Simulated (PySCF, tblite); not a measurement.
# C₇H₁₄Ge: infrared bands, NMR shifts, electronic excitations and core binding energies at several levels of theory, part 1 of 3

Aim: compute the infrared bands, NMR shifts, electronic excitations and core binding energies of C₇H₁₄Ge (`[GeH3][C@@H]1C[C@@H]1C1CCC1`) at several levels, and see how far they spread and what each costs.

Computed with tblite 0.8.0 and PySCF 2.14.0, with density-fitted response routines of our own, on a single molecule, in the gas phase or a continuum. Atoms count from 0, in the outputs and in this text.

## Step 1: The starting structure

22 atoms, charge 0, multiplicity 1; geometry from: force field or distance geometry start.

Bonds of the start (Å): Ge0–C1 1.92, C1–C2 1.51, C2–C3 1.52, C3–C4 1.50, C4–C5 1.53, C5–C6 1.53, C6–C7 1.53, C3–C1 1.49, C7–C4 1.54, Ge0–H8 1.57, Ge0–H9 1.58, Ge0–H10 1.54, C1–H11 1.11, C2–H12 1.10, C2–H13 1.09, C3–H14 1.10, C4–H15 1.10, C5–H16 1.11, C5–H17 1.10, C6–H18 1.09, C6–H19 1.11, C7–H20 1.12, C7–H21 1.09.

## Step 2: Geometry optimisation with GFN2-xTB

What the job is given:

```
{"job": {"kind": "relax", "xc": "GFN2-xTB", "basis": "xTB"}, "charge": 0, "multiplicity": 1}
Ge    -2.513800     0.799000     0.821900
C     -1.904500    -0.533300    -0.421500
C     -0.982900    -1.619500     0.093400
C     -0.494800    -0.573300    -0.902800
C      0.549800     0.404300    -0.467500
C      1.923200     0.172600    -1.096200
C      2.470800     0.770400     0.203900
C      1.268700     0.066300     0.846000
H     -2.850700     2.127300     0.062000
H     -3.862900     0.276100     1.459900
H     -1.560600     1.076000     1.993800
H     -2.673000    -0.833500    -1.164400
H     -1.172600    -2.612100    -0.351700
H     -0.525500    -1.552400     1.079300
H     -0.329300    -0.981900    -1.914400
H      0.296500     1.477700    -0.506000
H      2.142200    -0.911500    -1.138000
H      2.144100     0.758500    -2.002000
H      2.325800     1.854000     0.234800
H      3.451800     0.368900     0.544600
H      1.433300    -1.043500     0.884000
H      0.854000     0.529100     1.740000
```

Run with:

```sh
$ OMP_NUM_THREADS=1 python probes_run.py task.json out
```

One launch serves the whole session: the jobs run in the order shown.

Standard output:

```text
step      E/eV     max force
  0    -652.41434    1.851
  1    -652.62927    1.027
  2    -652.81337    0.718
  3    -652.89176    0.542
  4    -652.94103    0.499
  5    -652.97766    0.473
  6    -653.00954    0.472
  7    -653.03191    0.339
  8    -653.04867    0.333
  9    -653.06269    0.279
 10    -653.07621    0.298
 11    -653.09040    0.265
 12    -653.10528    0.272
 13    -653.11844    0.268
 14    -653.12772    0.245
 15    -653.13383    0.200
 16    -653.13922    0.209
 17    -653.14518    0.216
 18    -653.15151    0.185
 19    -653.15707    0.176
 20    -653.16110    0.140
 21    -653.16371    0.107
 22    -653.16557    0.096
 23    -653.16732    0.099
 24    -653.16926    0.118
 25    -653.17135    0.131
 26    -653.17331    0.101
 27    -653.17498    0.086
 28    -653.17655    0.106
 29    -653.17822    0.136
 30    -653.17988    0.125
 31    -653.18124    0.078
 32    -653.18225    0.073
 33    -653.18318    0.073
 34    -653.18421    0.080
 35    -653.18520    0.070
 36    -653.18604    0.057
 37    -653.18680    0.062
 38    -653.18760    0.074
 39    -653.18850    0.070
 40    -653.18940    0.061
 41    -653.19022    0.081
 42    -653.19098    0.080
 43    -653.19169    0.055
 44    -653.19225    0.046
 45    -653.19263    0.038
 46    -653.19291    0.039
 47    -653.19317    0.044
 48    -653.19347    0.043
 49    -653.19379    0.040
 50    -653.19411    0.043
 51    -653.19442    0.050
 52    -653.19471    0.047
 53    -653.19497    0.035
 54    -653.19524    0.038
 55    -653.19554    0.044
 56    -653.19589    0.061
 57    -653.19627    0.055
 58    -653.19665    0.042
 59    -653.19697    0.040
 60    -653.19722    0.038
 61    -653.19740    0.027
 62    -653.19754    0.028
 63    -653.19768    0.024
 64    -653.19782    0.030
 65    -653.19796    0.030
 66    -653.19809    0.022
 67    -653.19822    0.021
 68    -653.19835    0.024
 69    -653.19847    0.025
 70    -653.19856    0.022
 71    -653.19865    0.025
 72    -653.19877    0.030
 73    -653.19894    0.046
 74    -653.19915    0.049
 75    -653.19937    0.037
 76    -653.19955    0.034
 77    -653.19971    0.033
 78    -653.19989    0.039
 79    -653.20013    0.046
 80    -653.20041    0.049
 81    -653.20070    0.046
 82    -653.20094    0.027
 83    -653.20119    0.039
 84    -653.20150    0.050
 85    -653.20191    0.064
 86    -653.20232    0.057
 87    -653.20265    0.033
 88    -653.20282    0.033
 89    -653.20300    0.031
 90    -653.20319    0.031
 91    -653.20337    0.029
 92    -653.20355    0.029
 93    -653.20374    0.034
 94    -653.20396    0.035
 95    -653.20423    0.042
 96    -653.20455    0.050
 97    -653.20493    0.059
 98    -653.20529    0.054
 99    -653.20576    0.052
100    -653.20635    0.051
101    -653.20703    0.091
102    -653.20801    0.120
103    -653.20905    0.109
104    -653.20651    0.143
105    -653.21062    0.051
106    -653.21118    0.047
107    -653.21232    0.067
108    -653.21271    0.077
109    -653.21357    0.043
110    -653.21454    0.045
111    -653.21518    0.060
112    -653.21642    0.080
113    -653.21774    0.102
114    -653.21942    0.077
115    -653.21866    0.232
116    -653.22201    0.101
117    -653.22397    0.082
118    -653.22801    0.185
119    -653.23238    0.200
120    -653.24034    0.150
121    -653.23445    0.413
122    -653.24880    0.106
123    -653.25245    0.121
124    -653.25554    0.303
125    -653.26251    0.105
126    -653.26588    0.113
127    -653.26489    0.335
128    -653.27336    0.118
129    -653.27606    0.118
130    -653.27627    0.264
131    -653.28406    0.094
132    -653.28615    0.084
133    -653.28859    0.119
134    -653.28985    0.064
135    -653.29075    0.056
136    -653.29214    0.064
137    -653.29300    0.056
138    -653.29384    0.063
139    -653.29451    0.068
140    -653.29507    0.066
141    -653.29552    0.050
142    -653.29590    0.031
143    -653.29615    0.036
144    -653.29634    0.026
145    -653.29655    0.030
146    -653.29678    0.028
147    -653.29698    0.028
148    -653.29715    0.027
149    -653.29729    0.030
150    -653.29741    0.025
151    -653.29752    0.025
152    -653.29760    0.018
153    -653.29765    0.012
154    -653.29768    0.010
```

Run time: 2.1 s. Hardware: 1 thread of Arm Neoverse N1, shared host; peak memory 0.18 GiB.

Step by step: (not every step is listed)

| step | energy from step 0 (eV) | largest force (eV/Å) |
| --- | --- | --- |
| 0 | 0.0000 | 1.8514 |
| 1 | -0.2149 | 1.0270 |
| 2 | -0.3990 | 0.7178 |
| 3 | -0.4774 | 0.5420 |
| 4 | -0.5267 | 0.4986 |
| 5 | -0.5633 | 0.4730 |
| 6 | -0.5952 | 0.4722 |
| 7 | -0.6176 | 0.3394 |
| 8 | -0.6343 | 0.3327 |
| 22 | -0.7512 | 0.0956 |
| 36 | -0.7717 | 0.0568 |
| 50 | -0.7798 | 0.0429 |
| 64 | -0.7835 | 0.0296 |
| 78 | -0.7855 | 0.0389 |
| 92 | -0.7892 | 0.0294 |
| 106 | -0.7968 | 0.0466 |
| 120 | -0.8260 | 0.1500 |
| 134 | -0.8755 | 0.0644 |
| 148 | -0.8828 | 0.0267 |
| 149 | -0.8829 | 0.0299 |
| 150 | -0.8831 | 0.0245 |
| 151 | -0.8832 | 0.0249 |
| 152 | -0.8833 | 0.0185 |
| 153 | -0.8833 | 0.0121 |
| 154 | -0.8833 | 0.0098 |

Distances of close pairs at the start and the end, largest changes first:

| bond | before (Å) | after (Å) | change (Å) |
| --- | --- | --- | --- |
| Ge0–H9 | 1.581 | 1.496 | -0.085 |
| Ge0–H8 | 1.567 | 1.496 | -0.071 |
| Ge0–H10 | 1.536 | 1.497 | -0.039 |
| C7–H20 | 1.123 | 1.089 | -0.034 |
| C2–C3 | 1.525 | 1.493 | -0.032 |
| Ge0–C1 | 1.922 | 1.953 | +0.031 |
| C1–H11 | 1.110 | 1.085 | -0.026 |
| C6–H19 | 1.113 | 1.088 | -0.025 |

The next job starts from the end point, and lists it.

## Step 3: Harmonic vibrations with GFN2-xTB

What the job is given:

```
{"job": {"kind": "ir", "xc": "GFN2-xTB", "basis": "xTB"}, "charge": 0, "multiplicity": 1}
Ge    -2.579016     0.985048     0.040195
C     -1.808346    -0.744329    -0.438101
C     -1.289593    -1.664373     0.633515
C     -0.333506    -1.010690    -0.308122
C      0.584535     0.068863     0.187400
C      1.265999     0.948691    -0.878532
C      2.608163     0.756113    -0.157827
C      1.978303    -0.362561     0.684436
H     -1.876540     2.129304    -0.618745
H     -4.013366     1.051246    -0.379530
H     -2.535611     1.219083     1.518079
H     -2.298135    -1.232036    -1.273989
H     -1.470049    -2.725769     0.543602
H     -1.304958    -1.307453     1.654448
H      0.114145    -1.645237    -1.066998
H      0.060753     0.672914     0.935155
H      1.248105     0.487931    -1.864819
H      0.903537     1.971454    -0.960533
H      2.890988     1.620364     0.439483
H      3.451450     0.468661    -0.782563
H      2.248950    -1.357075     0.334204
H      2.143782    -0.310761     1.758392
```

Standard output:

```text
mode    cm-1     km/mol
  1      52.7      0.00
  2      74.0      0.03
  3     101.1      0.44
  4     118.8      0.02
  5     164.4      0.20
  6     238.6      1.33
  7     315.5      0.22
  8     376.7      2.47
  9     450.6     13.83
 10     488.0     44.52
 11     537.7     85.05
 12     606.6     56.61
 13     676.7     15.25
 14     786.0    414.50
 15     797.1      4.66
 16     816.9      1.20
 17     862.6    114.80
 18     866.0     74.60
 19     868.9     41.55
 20     875.4     12.34
 21     960.7      5.23
 22     977.5      0.70
 23     988.7      0.33
 24    1001.7     17.55
 25    1036.5      0.41
 26    1041.3      0.43
 27    1061.0      2.21
 28    1066.9      1.21
 29    1084.3      0.19
 30    1096.4      0.08
 31    1123.5      1.20
 32    1180.1      0.08
 33    1185.5      0.23
 34    1193.4      1.46
 35    1226.4      0.26
 36    1234.8      2.91
 37    1245.9      0.24
 38    1247.9      0.36
 39    1261.2      0.03
 40    1274.1      2.93
 41    1301.9      6.89
 42    1412.4      0.96
 43    1473.9      0.34
 44    1474.7      1.11
 45    1475.8      0.18
 46    1495.4      0.05
 47    1977.7    159.41
 48    2061.6    457.26
 49    2067.6    488.38
 50    2919.2     51.49
 51    2992.7      7.20
 52    3000.5     10.42
 53    3005.1     23.59
 54    3008.7     30.74
 55    3012.8     44.90
 56    3014.5     40.82
 57    3018.0     63.67
 58    3021.7    130.37
 59    3060.2     33.99
 60    3079.2     53.05
```

It took 1.6 s on 1 thread of Arm Neoverse N1, shared host; peak memory 0.18 GiB.

Which atoms move in the most intense modes:

| cm⁻¹ | km/mol | atoms |
| --- | --- | --- |
| 538 | 85.0 | H8 35 %, H10 20 %, H9 13 %, C1 11 % |
| 786 | 414.5 | H10 35 %, H8 32 %, H9 29 % |
| 863 | 114.8 | H10 51 %, H8 22 %, H9 20 % |
| 866 | 74.6 | H9 24 %, H8 18 % |
| 1978 | 159.4 | H10 40 %, H9 30 %, H8 30 % |
| 2062 | 457.3 | H10 56 %, H8 35 % |
| 2068 | 488.4 | H9 61 %, H8 35 % |
| 3022 | 130.4 | H18 55 %, H14 11 % |

## Step 4: Geometry optimisation at PBE0-D3(BJ)/def2-SVP

What the job is given:

```
{"job": {"xc": "PBE0", "basis": "def2-SVP", "d3": "d3bj", "grid": 1, "shake": 0.01, "kind": "geom"}, "charge": 0, "multiplicity": 1}
Ge    -2.558610     0.959490     0.044380
C     -1.814020    -0.748860    -0.440260
C     -1.309790    -1.666690     0.624860
C     -0.300280    -1.008430    -0.311650
C      0.581720     0.062180     0.176850
C      1.262090     0.953510    -0.880920
C      2.617740     0.754110    -0.157580
C      1.993760    -0.357110     0.679380
H     -1.878370     2.134710    -0.599390
H     -4.016060     1.048810    -0.369510
H     -2.544480     1.216170     1.526900
H     -2.292330    -1.231120    -1.267290
H     -1.498330    -2.715560     0.534010
H     -1.321640    -1.304690     1.661450
H      0.109700    -1.656000    -1.066740
H      0.060230     0.686970     0.942630
H      1.250040     0.499050    -1.866870
H      0.894280     1.977290    -0.954710
H      2.888840     1.612540     0.441770
H      3.426510     0.475560    -0.777650
H      2.232560    -1.356460     0.324560
H      2.151350    -0.331100     1.749250
```

Standard output:

```text
step   0  E = -2351.07222602  max force = 0.044543
step   1  E = -2351.07995518  max force = 0.006456
step   2  E = -2351.08021311  max force = 0.001451
step   3  E = -2351.08028976  max force = 0.000812
step   4  E = -2351.08047627  max force = 0.003412
step   5  E = -2351.08072946  max force = 0.004670
step   6  E = -2351.08088152  max force = 0.003201
step   7  E = -2351.08095545  max force = 0.000999
step   8  E = -2351.08098641  max force = 0.000498
step   9  E = -2351.08099451  max force = 0.000575
step  10  E = -2351.08101816  max force = 0.001266
step  11  E = -2351.08103078  max force = 0.001611
step  12  E = -2351.08103400  max force = 0.001167
step  13  E = -2351.08103261  max force = 0.000362
optimisation converged
```

Wall time 9 min (1 thread of Arm Neoverse N1, shared host); peak memory 0.93 GiB.

Relaxation path:

| step | energy from step 0 (eV) | largest force component (eV/Å) |
| --- | --- | --- |
| 0 | 0.0000 | 2.2905 |
| 1 | -0.2103 | 0.3320 |
| 2 | -0.2173 | 0.0746 |
| 3 | -0.2194 | 0.0418 |
| 4 | -0.2245 | 0.1755 |
| 5 | -0.2314 | 0.2401 |
| 6 | -0.2355 | 0.1646 |
| 7 | -0.2375 | 0.0514 |
| 8 | -0.2384 | 0.0256 |
| 9 | -0.2386 | 0.0296 |
| 10 | -0.2392 | 0.0651 |
| 11 | -0.2396 | 0.0828 |
| 12 | -0.2397 | 0.0600 |
| 13 | -0.2396 | 0.0186 |

Distances of close pairs at the start and the end, largest changes first:

| bond | before (Å) | after (Å) | change (Å) |
| --- | --- | --- | --- |
| C6–H19 | 1.056 | 1.100 | +0.043 |
| Ge0–H8 | 1.503 | 1.542 | +0.039 |
| Ge0–H10 | 1.505 | 1.541 | +0.037 |
| C1–C3 | 1.541 | 1.510 | -0.031 |
| C2–C3 | 1.526 | 1.497 | -0.029 |
| C3–C4 | 1.471 | 1.500 | +0.029 |
| C1–H11 | 1.070 | 1.095 | +0.025 |
| Ge0–H9 | 1.518 | 1.542 | +0.024 |

The next job starts from the end point, and lists it.

| at the end point | value |
| --- | --- |
| point group (found at 0.08 Å tolerance) | C1 |
| rotational constants (GHz, main isotopes) | 2.603, 0.729, 0.619 |
| dipole moment (D) | 0.83 |

(Continued in part 2 of 3.)
